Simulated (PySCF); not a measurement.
# H5Pb2 (Pb2(H)3(H)21-): the cost of one run

Computed with PySCF 2.14.0. Level: B3LYP, Pb def2-SVP with ECP60, H def2-SVP; scalar-relativistic core potentials, no spin–orbit coupling.

2 further runs of the same task are left out: 2 for a known fault of the program. Runs told in other sessions of the task aren't counted.

## Step 1: Starting geometry

7 atoms, charge -1, spin multiplicity 1.

Bond lengths: Pb1–H4 2.011 Å, Pb1–H5 1.889 Å, Pb1–H6 1.890 Å, Pb2–H3 1.890 Å, Pb2–H4 2.014 Å, Pb2–H7 1.892 Å. Angles: H4–Pb1–H5 90.1°, H4–Pb1–H6 90.0°, H5–Pb1–H6 90.6°, H3–Pb2–H4 89.9°, H3–Pb2–H7 90.5°, H4–Pb2–H7 89.8°, Pb1–H4–Pb2 177.3°.

Geometry (Å):

```xyz
7
charge -1, multiplicity 1
Pb    0.3847    0.3290    1.9641
Pb   -0.4598   -0.2138   -1.9332
H     1.2800   -0.8799   -2.2527
H     0.0078    0.0691    0.0055
H     0.1140   -1.5163    2.2658
H    -1.4491    0.6684    2.2723
H     0.1224    1.5435   -2.3219
```

Formal oxidation states: Pb +2. An earlier session relaxed this geometry at B3LYP, Pb def2-SVP with ECP60, H def2-SVP (singlet, point group C1).

Its energy there is -388.878088 Eh.

## Step 2: Multiplicity 3 at the relaxed geometry

The input, run.py (the lines that set the calculation):

```python
mol = gto.M(atom='''
Pb     0.38472     0.32902     1.96413
Pb    -0.45976    -0.21382    -1.93316
H      1.27996    -0.87989    -2.25272
H      0.00782     0.06908     0.00550
H      0.11396    -1.51630     2.26581
H     -1.44915     0.66842     2.27234
H      0.12244     1.54348    -2.32190''',
    basis={'Pb': 'def2-SVP', 'H': 'def2-SVP'},
    ecp={'Pb': 'def2-SVP'},
    charge=-1, spin=2)
mf = dft.UKS(mol, xc='B3LYP')
mf.grids.atom_grid = (50, 194)
mf = mf.density_fit()  # fitting sets: Pb def2-universal-JKFIT, H def2-universal-JKFIT
mf.conv_tol = 1e-08; mf.max_cycle = 55
mf.kernel(dm0)  # dm0: free metal ions and neutral atoms
```

Run with:

```sh
OMP_NUM_THREADS=2 python run.py
```

**Question.** How long does this run take on 2 threads of Arm Neoverse V2, shared host?

About 2 s.
